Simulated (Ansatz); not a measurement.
# HfSnSe4: the cost of one run

Method: DFT PBE, scalar-relativistic, plane waves, PAW, in Ansatz 0.2.0.

### Step 1. The system as given

The structure is hexagonal, space group P6/mmm (No. 191). The conventional cell has a = 4.199 Å, b = 4.199 Å, c = 8.729 Å, α = 90.00°, β = 90.00°, γ = 120.00°. Around Hf (site symmetry 6/mmm) lie 12 Se at 3.30 Å. Sn (site symmetry 6/mmm) has 12 Se at 3.22 Å as nearest neighbours. Around Se (site symmetry 3m) lie 3 Se at 2.42 Å and 3 Sn at 3.22 Å and 3 Hf at 3.30 Å.

Structure file:

```cif
data_structure
_symmetry_space_group_name_H-M 'P6/mmm'
_symmetry_Int_Tables_number 191
_cell_length_a 4.1989
_cell_length_b 4.1989
_cell_length_c 8.7286
_cell_angle_alpha 90.000
_cell_angle_beta 90.000
_cell_angle_gamma 120.000
_cell_volume 133.27
loop_
_atom_site_label
_atom_site_type_symbol
_atom_site_symmetry_multiplicity
_atom_site_Wyckoff_symbol
_atom_site_fract_x
_atom_site_fract_y
_atom_site_fract_z
_atom_site_occupancy
Hf1 Hf 1 a 0.00000 0.00000 0.00000 1
Sn1 Sn 1 b 0.00000 0.00000 0.50000 1
Se1 Se 4 h 0.33333 0.66667 0.74327 1
```

The cell is invented: species swapped into a database cell of TiVB4 (P6/mmm, No. 191), with Hf on the Ti sites, Sn on the V sites and Se on the B sites. Lengths come from tabulated atomic sizes and are only a guess.

### Step 2. The guess as it stands, on a coarse mesh

input.yaml

```yaml
crystal:
  lattice:
    - [4.19887155, 0.0, 0.0]
    - [-2.09943577, 3.63632943, 0.0]
    - [0.0, 0.0, 8.72861656]
  atoms:
    - { symbol: Hf, position: [0.0, 0.0, 0.0] }
    - { symbol: Sn, position: [0.0, 0.0, 0.5] }
    - { symbol: Se, position: [0.33333333, 0.66666667, 0.74326992] }
    - { symbol: Se, position: [0.33333333, 0.66666667, 0.25673008] }
    - { symbol: Se, position: [0.66666667, 0.33333333, 0.74326992] }
    - { symbol: Se, position: [0.66666667, 0.33333333, 0.25673008] }
basis:
  ecutwfc: 420
kpoints:
  mp_grid: { grid: [6, 6, 2] }
hamiltonian:
  xc: pbe
scf:
  occupations: { method: gaussian, width: 0.1 }
  lower_state_search: "off"
output:
  forces: true
  stress: true
  eigenvalues: true
```

The run is started by

```sh
$ ansatz run input.yaml --threads 1 --pin off --max-ram 2560MiB --backend cpu --events-out ev --progress --plain --runs-dir out
```

Q: Estimate wall time and peak memory on 1 thread of Intel Xeon at 2.70GHz, shared host.

About 17 s, with a peak of 0.48 GiB.
